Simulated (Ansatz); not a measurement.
Working through a single point of Cd3Ni, space group Pm-3m

Program: Ansatz 0.2.0 through its Python package.

Run as a notebook:

**Cell 1**
```python
from collections import defaultdict
from dataclasses import dataclass
from pathlib import Path

import ansatz as az
import numpy as np
from pymatgen.core import Structure
from pymatgen.symmetry.analyzer import SpacegroupAnalyzer
```

**Cell 2**
```python
@dataclass(frozen=True)
class Settings:
    xc: str = "pbesol"
    vdw: str = "D4"
    filling: str = "Fermi-Dirac"
    sigma: float = 0.1
```

**Cell 3**
```python
cfg = Settings()
```

**Cell 4**
```python
crystal = (
    az.Lattice.cubic(4.18011)
    .space_group(221)
    .atom("Cd", [0.0, 0.5, 0.5])
    .atom("Ni", [0.0, 0.0, 0.0])
    .moments(Ni=1.5)
)
```

**Cell 5**
```python
# the calculation
base = (
    crystal.calculation()
    .functional(cfg.xc, dispersion=cfg.vdw)
    .pseudopotentials("paw")
    .kpoints(5)
    .occupations(cfg.filling, width=cfg.sigma)
    .spin("collinear")
    .density_of_states(energy_step=0.1, method="smearing", broadening_width=0.2, projected=True)
    .populations()
)
def show(event):
    row = event["data"]
    if event["event"] == "scf_iter" and row.get("harris_foulkes_ev") is not None:
        print(f"  iteration {row['iter']:3d}  Harris-Foulkes {row['harris_foulkes_ev']:.5f} eV  residual {row['dr2_ev']:.2e}")
```

**Cell 6**
```python
res = base.session().plan().execute(on_event=show)
data = res.report
```
Output:
```text
DeckWarning: basis.ecutwfc = 420 eV, auto-derived from the records' recommended cutoffs: set by Cd (normal level)
  iteration   1  Harris-Foulkes -30356.64516 eV  residual 6.22e+00
  iteration   2  Harris-Foulkes -30357.58326 eV  residual 2.41e+00
  iteration   3  Harris-Foulkes -30358.36693 eV  residual 4.64e+00
  iteration   4  Harris-Foulkes -30357.84365 eV  residual 2.41e-01
  iteration   5  Harris-Foulkes -30357.79384 eV  residual 5.99e-02
  iteration   6  Harris-Foulkes -30357.84333 eV  residual 7.38e-02
  iteration   7  Harris-Foulkes -30357.83784 eV  residual 6.72e-04
  iteration   8  Harris-Foulkes -30357.83769 eV  residual 3.31e-05
  iteration   9  Harris-Foulkes -30357.83768 eV  residual 1.44e-05
  iteration  10  Harris-Foulkes -30357.83768 eV  residual 8.59e-07
  iteration  11  Harris-Foulkes -30357.83768 eV  residual 7.71e-07
  iteration  12  Harris-Foulkes -30357.83768 eV  residual 1.41e-08
  iteration  13  Harris-Foulkes -30357.83768 eV  residual 1.47e-08
RunWarning: the starting moments were not kept: the SCF closed with an absolute magnetisation of 4.0e-7 μB, where they sum to 1.5 μB in size (1 site). That is at most 0.1 of that sum. Measured as dr2_m measures the in/out step, that magnetisation stands 1.0e-13 eV from none, at or under the dr2_threshold of 1.0e-7 eV: it is no larger than a step whose dr2_m would equal this threshold. The system [...]
```

**Cell 7**
```python
res.lattice.cell_ang
```
Output:
```text
array([[4.18011000e+00, 0.00000000e+00, 0.00000000e+00],
       [2.55957917e-16, 4.18011000e+00, 0.00000000e+00],
       [2.55957917e-16, 2.55957917e-16, 4.18011000e+00]])
```

**Cell 8**
```python
sorted(key for key in data if key.endswith("_ev"))
```
Output:
```text
['eigenvalues_ev', 'energy_sigma0_ev', 'entropy_ts_ev', 'fermi_energy_ev', 'free_energy_ev',
 'gap_by_band_count_ev', 'harris_foulkes_ev', 'internal_energy_ev', 'lagrangian_above_aufbau_ev',
 'lagrangian_ev', 'lagrangian_sigma0_ev', 'loop_eigenvalues_ev', 'loop_fermi_energy_ev',
 'occupations_fermi_energy_ev', 'residual_norms_ev']
```

**Cell 9**
```python
n_atoms = len(data["lattice"]["sites"])
print("F =", round(data["free_energy_ev"], 4), "eV for", n_atoms, "atoms")
print("E(sigma -> 0) =", round(data["energy_sigma0_ev"], 4), "eV, TS =", round(data["entropy_ts_ev"], 5), "eV")
print("closed by", data["closed_by"], "after", data["n_iterations"], "iterations")

# accept the result only where the loop met its thresholds and nothing is doubted
problems = list(data["published_state_doubts"])
if not data["converged"] or data.get("closed_by") != "deck_thresholds":
    problems.append("loop closed by " + str(data.get("closed_by")))
print("accepted" if not problems else f"check before use: {problems}")
```
Output:
```text
F = -30357.8377 eV for 4 atoms
E(sigma -> 0) = -30357.8086 eV, TS = 0.05808 eV
closed by deck_thresholds after 13 iterations
check before use: ['seeded_moment_not_kept']
```

**Cell 10**
```python
dos = res.density_of_states()
energy = np.asarray(dos.energies_ev) - dos.fermi_ev
projected = res.projected_density_of_states()
by_shell = defaultdict(float)
for site in projected.sites:
    for shell in site.shells:
        for part in shell.curves:
            by_shell[f"{site.species} {'spdf'[shell.l]}"] += np.sum(part.g_bin_mean_per_ev, axis=0)
print("E - E_F  " + " ".join(f"{name:>7s}" for name in by_shell))
for e in np.arange(-8, 8 + 0.1, 1.0):
    print(f"{e:7.1f}  " + " ".join(f"{np.interp(e, energy, curve):7.3f}" for curve in by_shell.values()))

files = Path(res.write_results("tables"))
print((files / "populations.tsv").read_text())
```
Output:
```text
E - E_F     Cd s    Cd p    Cd d    Ni s    Ni p    Ni d
   -8.0    0.302   0.001   6.730   0.062   0.000   0.002
   -7.0    0.762   0.005   0.127   0.131   0.001   0.006
   -6.0    0.223   0.001   0.025   0.023   0.000   0.010
   -5.0    0.611   0.004   0.062   0.202   0.001   0.027
   -4.0    0.226   0.002   0.021   0.174   0.000   0.067
   -3.0    0.352   0.001   0.033   0.018   0.000   0.033
   -2.0    0.724   0.002   0.074   0.223   0.000   1.711
   -1.0    0.080   0.001   0.043   0.086   0.000   6.638
    0.0    0.321   0.000   0.023   0.181   0.000   0.613
    1.0    0.276   0.000   0.019   0.059   0.000   0.222
    2.0    0.499   0.000   0.023   0.263   0.000   0.164
    3.0    0.145   0.000   0.009   0.049   0.000   0.057
    4.0    0.238   0.000   0.007   0.161   0.000   0.033
    5.0    0.102   0.000   0.008   0.054   0.000   0.038
    6.0    0.115   0.000   0.005   0.056   0.000   0.018
    7.0    0.023   0.000   0.001   0.017   0.000   0.006
    8.0    0.002   0.000   0.001   0.003   0.000   0.002
# site	symbol	l	j	q_up	q_dn
# orbitals = lowdin
# n_electrons = 78.000000
# spilling = 0.022179
0	Cd	0_4S	-	0.999041	0.999041
0	Cd	0_5S	-	0.693569	0.693569
0	Cd	1_4P	-	2.999624	2.999624
0	Cd	2_4D	-	4.983607	4.983607
1	Cd	0_4S	-	0.999041	0.999041
1	Cd	0_5S	-	0.693569	0.693569
1	Cd	1_4P	-	2.999624	2.999624
1	Cd	2_4D	-	4.983607	4.983607
2	Cd	0_4S	-	0.999041	0.999041
2	Cd	0_5S	-	0.693569	0.693569
2	Cd	1_4P	-	2.999624	2.999624
2	Cd	2_4D	-	4.983607	4.983607
3	Ni	0_3S	-	0.999724	0.999724
3	Ni	0_4S	-	0.554432	0.554432
3	Ni	1_3P	-	2.999748	2.999748
3	Ni	2_3D	-	4.553576	4.553577
```

**Cell 11**
```python
final = Structure(res.lattice.cell_ang, [s.symbol for s in res.lattice.sites], [s.position_frac for s in res.lattice.sites])
analyser = SpacegroupAnalyzer(final, symprec=0.01)
standard = analyser.get_conventional_standard_structure()
print(analyser.get_crystal_system(), analyser.get_space_group_symbol(), len(standard), "atoms in the conventional cell")
print("a b c (A):", [round(x, 4) for x in standard.lattice.abc], " angles:", [round(x, 2) for x in standard.lattice.angles])
print(f"mass density {float(final.density):.3f} g/cm^3")
```
Output:
```text
cubic Pm-3m 4 atoms in the conventional cell
a b c (A): [4.1801, 4.1801, 4.1801]  angles: [90.0, 90.0, 90.0]
mass density 9.001 g/cm^3
```

**Cell 12**
```python
print("site moments (muB):", [round(m, 2) for m in data["site_moments_mub"]])
print("electrons up, down:", [round(n, 3) for n in data["spin_occupation_sums"]])
```
Output:
```text
site moments (muB): [0.0, 0.0, 0.0, -0.0]
electrons up, down: [39.0, 39.0]
```

Total energies depend on the potentials; only differences at equal settings carry meaning. A total without «per atom» is that of the cell as typed. The SCF didn't keep the moments it started from (some shrank, vanished or turned); what is printed is the state reached. Dispersion corrections can be off by several per cent in the lattices of metals, and by several GPa in the pressure at a fixed cell. For a metal this k-point mesh is coarse: on a finer one energies can move by several to tens of meV an atom and pressures by half a GPa or more, differences at one mesh by less. Projections exist only for the shells that the potentials hold, some of them semicore, and samples at single energies can miss narrow peaks. A gap by band count of zero or less means overlapping bands, a metal. The structure comes from a database of computed cells and needn't be a stable or known phase. Gaps and levels are Kohn-Sham values on a finite set of k-points, without spin-orbit coupling. Warnings are shown shortened and without file and line. The computed bands are complete only to about 7.5 eV above the Fermi level; beyond that the density of states is undercounted. Run time: 3.1 s on 1 thread of AMD EPYC 9R45 96-Core Processor (Zen 5), on a shared host, peak memory 0.5 GiB.

(Lines on the test bed's own set-up are left out of the output.)
